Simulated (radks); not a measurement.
**Valence configurations of Fe⁺**

One table from this session's results is given with a row withheld; the runs are named, their logs left out.

The numbers are computed with radks (a radial shooting solver on a logarithmic mesh, Libxc functionals) version 1 (Dirac Kohn-Sham, PBE, spin-unpolarised, spherical densities, finite nucleus; open shells fill j = l - 1/2 first), except any that are marked as measured or tabulated.

## Starting point

| Property | Result |
| --- | --- |
| element | iron (Z = 26) |
| charge | +1 |
| electrons | 25 |
| configuration | [Ar] 3d6 4s1 |
| nuclear rms radius | 3.7377 fm |
| others tried | 3d6.5 4s0.5; 3d7; 3d6 4p1; 3d5 4s2; 3d6 4s0.5 4p0.5; 3d5 4s1 4p1; 3d4 4s1 4p2; 3d3 4s2 4p2; 3d2 4s1 4p4 |

The first run:

The run's settings:

```text
Z 26
configuration [Ar] 3d6 4s1
relativity Dirac
functional pbe,pbe
spin unpolarised
j_filling energy
nucleus finite rms 3.7377 fm
c 137.035999084
```

Among the steps run: [Ar] 3d6 4s1.

One of the session's tables, all rows but one given; the rest of the session is left out.

It belongs to the step «[Ar] 3d6 4s1». Sizes of the orbitals, from the radial functions (bohr):

| level | <r> | outermost maximum (interpolated) | 90 % within | nodes |
| --- | --- | --- | --- | --- |
| 2p1/2 | 0.2334 | 0.178 | 0.383 | 0 |
| 2p3/2 | 0.2365 | 0.181 | 0.387 | 0 |
| 3s1/2 | 0.8110 | 0.701 | 1.22 | 2 |
| 3p1/2 | 0.8519 | 0.709 | 1.31 | 1 |
| 3p3/2 | ? | ? | ? | ? |
| 3d3/2 | 1.109 | 0.711 | 1.94 | 0 |
| 3d5/2 | 1.115 | 0.713 | 1.95 | 0 |
| 4s1/2 | 2.712 | 2.28 | 4.06 | 3 |

**Question.** Estimate the row for 3p3/2.

**Answer.** <r>: 0.8613; outermost maximum (interpolated): 0.716; 90 % within: 1.33; nodes: 1. In the column «<r>» it lies between 3p1/2 (0.8519) and 3d3/2 (1.109).
